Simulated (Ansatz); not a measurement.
**GaPH (doublet): from Hartree-Fock to the top rungs at a displaced geometry (v1), cc-pVDZ**

The task here is to estimate one member of a computed series from the others.

Method: cc-pVDZ, core rule «outside noble gas», up to 19 orbitals frozen; program: Ansatz 0.2.0, Gaussian basis.

To be run: UHF; CCSD(T) on ROHF; CCSD(T) on UHF; BCCD(T) on ROHF; CISD; CCSDT(Q) on ROHF; CCSDT(Q) on UHF; CASSCF and MRCISD+Q, 9 electrons in 9 orbitals; CASSCF and NEVPT2, 9 electrons in 9 orbitals.

27 further runs of the same task are left out: 7 for a known fault of the program, 8 that didn't finish, 12 set aside as unsound or not needed.

### The system

The geometry is a PBE0/def2-TZVP stationary point (not a proven minimum) with its atoms shifted at random (size 0.040 Å). No spin-orbit coupling is included. The filled d shell of Ga may be among the frozen orbitals whatever the setting's name suggests; the logs give the count.

3 atoms, charge 0, spin multiplicity 2.

Atoms are counted from 1 here; the program's logs count them from 0.

Bond lengths: P1–Ga2 2.139 Å, Ga2–H3 1.596 Å. Angles: P1–Ga2–H3 176.9°.

Geometry (Å):

| atom | x (Å) | y (Å) | z (Å) |
| --- | --- | --- | --- |
| P1 | -0.01543 | -0.00901 | 1.95744 |
| Ga2 | -0.01627 | -0.02515 | -0.18171 |
| H3 | 0.03170 | 0.03416 | -1.77573 |

The first run:

Contents of in.yaml:

```yaml
crystal:
  periodic: [false, false, false]
  atoms:
    - {symbol: P, position_ang: [-0.015433, -0.009008, 1.957440]}
    - {symbol: Ga, position_ang: [-0.016266, -0.025151, -0.181713]}
    - {symbol: H, position_ang: [0.031698, 0.034159, -1.775727]}
basis:
  gaussian: {orbitals: cc-pVDZ}
magnetization: {spin_polarized: true, initial_magnetization: 1}
hamiltonian: {xc: hf}
output: {orbitals: {seedname: orbitals}}
```

On the command line:

```console
$ ansatz run in.yaml --threads 1 --pin off --events-out ev --progress --plain --max-ram 2393MiB
```

Among the steps run: UHF; CCSD(T) on ROHF; CCSD(T) on UHF; BCCD(T) on ROHF; CISD; CCSDT(Q) on ROHF; CCSDT(Q) on UHF; CASSCF and MRCISD+Q, 9 electrons in 9 orbitals; CASSCF and NEVPT2, 9 electrons in 9 orbitals.

One table of the session follows, with a row left open; its other results are not shown here.

| method | from UCCSDT(Q) (meV) |
| --- | --- |
| ROHF | +5174.9 |
| UHF | +5076.2 |
| RMP2 | +1023.4 |
| UMP2 | +1066.1 |
| RCCSD | +271.8 |
| UCCSD | +266.3 |
| RCCSD(T) | +57.8 |
| UCCSD(T) | ? |
| BCCD(T) | +60.9 |
| RCCSDT | +19.2 |
| UCCSDT | +18.3 |
| RCCSDT(Q) | +3.4 |
| UCCSDT(Q) | 0 |
| CASSCF valence | +3159.0 |
| NEVPT2 valence | +773.7 |
| MRCISD valence | +209.2 |
| MRCISD+Q valence | +4.6 |

**Question.** Estimate the row for UCCSD(T).

The run gave: from UCCSDT(Q) (meV): +60.8. In the column «from UCCSDT(Q) (meV)» it lies between RCCSD(T) (+57.8) and BCCD(T) (+60.9).

Among the levels timed on like hardware and quicker than the yardstick, those that no quicker one beats, quickest first: NEVPT2 valence (16 s, +773.7 meV); MRCISD+Q valence (19 s, +4.6 meV); RCCSDT(Q) (58 s, +3.4 meV).

Not comparable, so not listed: CISD (they don't share determinant, frozen orbitals or solution with the rows shown, or repeat one).

Limits of these values: Of the multireference levels listed MRCISD+Q valence comes nearest in total energy (+4.6 meV), which doesn't show that its space is the better one. Restricted and unrestricted rows rest on different reference determinants; where their highest levels disagree by more than a few hundredths of an eV, they describe different states and don't form one ladder.
